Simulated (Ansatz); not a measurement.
Runs of Ansatz 0.2.0 on HPbNO4. Symmetry: P2_1/m, No. 11, monoclinic system. The conventional cell has a = 6.859 Å, b = 4.229 Å, c = 8.026 Å, α = 90.00°, β = 114.99°, γ = 90.00°. H (site symmetry m) has 1 O at 0.99 Å as nearest neighbours. Pb (site symmetry m) is surrounded by 5 O at 2.47 to 2.74 Å. Around N (site symmetry m) lie 3 O at 1.24 to 1.28 Å. O (site symmetry m) is surrounded by 1 H at 0.99 Å. Around O (site symmetry m) lie 1 N at 1.24 Å. Around O (site symmetry m) lie 1 N at 1.27 Å. O (site symmetry m) is surrounded by 1 N at 1.28 Å. The cell was built by a generator and needn't be a form met in nature.

```tsv
task	level	cell	k mesh	points for each segment of the path	gap on the mesh (eV)	pressure (GPa)	relaxed volume (Å³/atom)	largest force (eV/Å)
band structure	LDA	as given	5 × 6 × 4	10	2.99	-5.8	-	(c)
band structure	revPBE	as given	5 × 6 × 4	10	3.15	2.0	-	0.20
relaxation of cell and atoms	revPBE	relaxed	3 × 5 × 3	-	(a)	0.0	16.40	0.01
relaxation of cell and atoms	LDA	relaxed	3 × 5 × 3	-	(b)	0.0	13.09	0.01
```

Alike in all rows: potentials or basis Ansatz PAW; no spin polarisation; cutoff (eV) 420; smearing fermi-dirac 0.05 eV.

Estimate the missing entries.

(a) 3.28; (b) 2.83; (c) 0.95.

Caveats: spin-orbit coupling is left out, which as a rule narrows the gap of such compounds by several tenths of an eV; the PAW data sets come from PBE, with cores solved anew for the run's functional, which leaves a small shift of forces and pressure; odd divisions of the mesh miss points on the zone boundary, where band edges often lie, so the gap on the mesh can be too wide (some runs); the plane-wave basis is chosen anew once the cell has moved, so the energies of steps on either side of that aren't comparable (some runs).

A k mesh can miss the band edges, and the runs leave out spin-orbit coupling on Pb.

Runs at the PBE level aren't shown here.
